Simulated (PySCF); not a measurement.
**A diatomic session: SiI+**

The task here is to estimate one member of a computed series from the others.

Method: Si x2c-SVPall, I x2c-SVPall, spin-free X2C with a Gaussian nucleus; program: PySCF 2.14.0.

The first run:

Settings of the job:

```
atoms                         : Si, I
charge                        : 1
basis                         : Si x2c-SVPall, I x2c-SVPall
Hamiltonian                   : spin-free X2C with a Gaussian nucleus
basis functions               : 54
electrons treated             : 66
masses in u                   : 27.9769, 126.9045
levels                        : PBE0, PBE, r²SCAN, B97-3, M06-2X, MN15, HSE06, HF, MP2, SCS-MP2, CCSD, CCSD(T)
grid                          : 80 radial by 434 angular points
occupations                   : held fixed by the projection of orbital angular momentum
dissociation limit            : Si+ + I, each in its ground configuration
starting distance in angstrom : 2.525
values of 2S to try           : 0, 2
```

On the command line:

```console
> OMP_NUM_THREADS=1 python dia.py task.json out
```

Steps of the session up to this table: The job; First curve: PBE0; Other states along the same grid; PBE; r²SCAN (meta-GGA); B97-3; M06-2X; MN15 (hybrid meta-GGA); HSE06 (range-separated hybrid); RHF; MP2 and coupled cluster.

One of the session's tables, all rows but one given; the rest of the session is left out.

It belongs to the step «The curves together». Energy (eV) from each level's lowest point:

| R (Å) | RHF | RHF-MP2 | RHF-SCS-MP2 | RHF-CCSD | RHF-CCSD(T) |
| --- | --- | --- | --- | --- | --- |
| 2.006 | 1.426 | 1.489 | 1.493 | n/a | n/a |
| 2.100 | 0.615 | 0.656 | 0.660 | 0.661 | 0.695 |
| 2.193 | 0.180 | 0.202 | 0.205 | 0.206 | 0.228 |
| 2.263 | 0.033 | 0.043 | 0.044 | 0.046 | 0.057 |
| 2.333 | 0.000 | 0.000 | 0.000 | 0.000 | 0.000 |
| 2.403 | ? | ? | ? | ? | ? |
| 2.496 | 0.225 | 0.210 | 0.203 | 0.197 | 0.167 |
| 2.613 | 0.543 | 0.525 | 0.511 | 0.495 | 0.441 |
| 2.753 | 1.008 | 0.997 | 0.971 | 0.936 | 0.851 |
| 2.940 | 1.675 | 1.697 | 1.644 | n/a | n/a |

Estimate the missing values for R (Å) = 2.403.

Worked estimate for «RHF». A straight line through the neighbours (2.333, 0.000) and (2.496, 0.225) gives 0.000 + (0.225 − 0.000) × (2.403 − 2.333) / (2.496 − 2.333) = 0.097; a parabola fitted to 4 rows on both sides gives 0.063.

The run gave: RHF: 0.054; RHF-MP2: 0.046; RHF-SCS-MP2: 0.044; RHF-CCSD: 0.042; RHF-CCSD(T): 0.030. In «RHF» the line misses by +0.043 and the parabola by +0.009.

State 2 has its PBE0 minimum 2.70 eV higher. The other levels ran on the lowest alone.
